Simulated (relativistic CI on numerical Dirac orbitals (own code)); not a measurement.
**In³⁺: one ion under different settings**

Aim: see what numerical and physical settings do to the SCF, the total energy and the lowest levels of In³⁺.

Program: relativistic CI on numerical Dirac orbitals (own code) version 3. Level of theory: Dirac-Coulomb-Breit CI, KLI orbitals optimised for each configuration, model QED (radiative potential, 1s self-energy scaled to tabulated hydrogen-like ionisation energies), numerical settings as typed. These are calculated values, not measurements, unless marked.

## 1. Starting point

```
ion            : In³⁺ (In IV)
nuclear charge : 49
electrons      : 46
isotope        : A = 115
```

## 2. The usual input

The run's settings:

```ini
atom In  Z=49  charge=3  electrons=46
nucleus A=115  rms_radius_fm=4.6156
hamiltonian dirac-coulomb  breit=on  qed=on  c_scale=1
orbitals kli  potential=per-configuration
slater_scale 1
correlation none
mixing on
grid step=0.0125 r_max=50.3
scf mixing=0.4 start=green max_iterations=150 tolerance=2e-08 node_fill=0.05
configurations
  [Kr] 4d10
  [Kr] 4d9 5s
  [Kr] 4d9 4f
  [Kr] 4d9 5p
  [Kr] 4d9 5d
end
```

On the command line:

```sh
python run_levels.py task.json out
```

One command runs all members of the session, one after another, from task.json.

## 3. Start potential bare

Settings: those of step 2 with these lines changed.

```diff
@@ -8,3 +8,3 @@
 grid step=0.0125 r_max=50.3
-scf mixing=0.4 start=green max_iterations=150 tolerance=2e-08 node_fill=0.05
+scf mixing=0.4 start=bare max_iterations=150 tolerance=2e-08 node_fill=0.05
 configurations
```

## 4. Potential mixing 0.05, end of the grid 75.45, tolerance 0.0001

Settings: those of step 3 with these lines changed.

```diff
@@ -7,4 +7,4 @@
 mixing on
-grid step=0.0125 r_max=50.3
-scf mixing=0.4 start=bare max_iterations=150 tolerance=2e-08 node_fill=0.05
+grid step=0.0125 r_max=75.45
+scf mixing=0.05 start=green max_iterations=150 tolerance=0.0001 node_fill=0.05
 configurations
```

## 5. End of the grid 25.15, node fill 0, speed-of-light factor 1.25

The run's settings:

```ini
atom In  Z=49  charge=3  electrons=46
nucleus A=115  rms_radius_fm=4.6156
hamiltonian dirac-coulomb  breit=on  qed=on  c_scale=1.25
orbitals kli  potential=per-configuration
slater_scale 1
correlation none
mixing on
grid step=0.0125 r_max=25.15
scf mixing=0.4 start=green max_iterations=150 tolerance=2e-08 node_fill=0
configurations
  [Kr] 4d10
  [Kr] 4d9 5s
  [Kr] 4d9 4f
  [Kr] 4d9 5p
  [Kr] 4d9 5d
end
```

(Steps that only read results are left out.)

Before running it: what results should come out? Wanted: lowest level, usual settings; total energy; first excitation.

**Answer**, as computed:

| setting | total energy less usual (Ha) | largest shift of a level among the lowest eight of both runs, same label and place (cm⁻¹) | SCF iterations | time | lowest level | kind of change |
| --- | --- | --- | --- | --- | --- | --- |
| usual | 0 | 0 | 58 | 0.52 s | 4d10 1S0 | - |
| start potential bare | 0 | 0 | 76 | 0.64 s | 4d10 1S0 | numerical |
| potential mixing 0.05, end of the grid 75.45, tolerance 0.0001 | -4.91e-07 | 0.576 | 57 | 0.53 s | 4d10 1S0 | numerical |
| end of the grid 25.15, node fill 0, speed-of-light factor 1.25 | 50.7 | 7290 | 57 | 0.51 s | 4d10 1S0 | unphysical constant |

| quantity | value |
| --- | --- |
| lowest level, usual settings | 4d10 1S0 |
| total energy | -5871.7480 Ha |
| first excitation | 127999 cm⁻¹ |

Among the runs whose levels can be followed, they move most under «end of the grid 25.15, node fill 0, speed-of-light factor 1.25» (unphysical constant), by up to 7290 cm⁻¹. No visible change in the result comes from «start potential bare». Only the listed configurations are in the model. Near neutrality, missing correlation can shift configurations against each other by thousands of cm⁻¹.
